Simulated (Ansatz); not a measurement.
# BBrClHS: the cost of one run

Method: RKS B3LYP-D4/def2-SVP, in Ansatz 0.2.0.

## 1. The starting structure

Bond lengths: S1–B2 1.834 Å, B2–Cl3 1.812 Å, B2–Br4 1.947 Å, S1–H5 1.415 Å. Angles: S1–B2–Cl3 118.8°, S1–B2–Br4 122.3°, Cl3–B2–Br4 118.8°, B2–S1–H5 93.9°.

Structure file:

```xyz
5

S    -0.3571    1.3537    0.4658
B    -0.0886   -0.4381    0.1826
Cl    1.3231   -1.2466    0.9816
Br   -1.2222   -1.4869   -1.0038
H     0.3946    1.7442   -0.6677
```

## 2. Relaxing end A

input.yaml reads:

```yaml
crystal:
  periodic: [false, false, false]
  atoms:
    - { symbol: S, position_ang: [-0.3571, 1.3537, 0.4658] }
    - { symbol: B, position_ang: [-0.0886, -0.4381, 0.1826] }
    - { symbol: Cl, position_ang: [1.3231, -1.2466, 0.9816] }
    - { symbol: Br, position_ang: [-1.2222, -1.4869, -1.0038] }
    - { symbol: H, position_ang: [0.3946, 1.7442, -0.6677] }
basis:
  gaussian: { orbitals: def2-SVP }
hamiltonian:
  xc: b3lyp
  dispersion: d4
relax:
  f_tol: 0.015
  max_steps: 40
```

Launch:

```
> ansatz run input.yaml --threads 1 --pin off --max-ram 2048MiB --backend cpu --events-out ev --progress --plain --runs-dir out
```

**Question.** How long does this run take on 1 thread of Arm Neoverse V2, shared host, and how much memory does it need?

About 45 s, with a peak of 0.18 GiB.
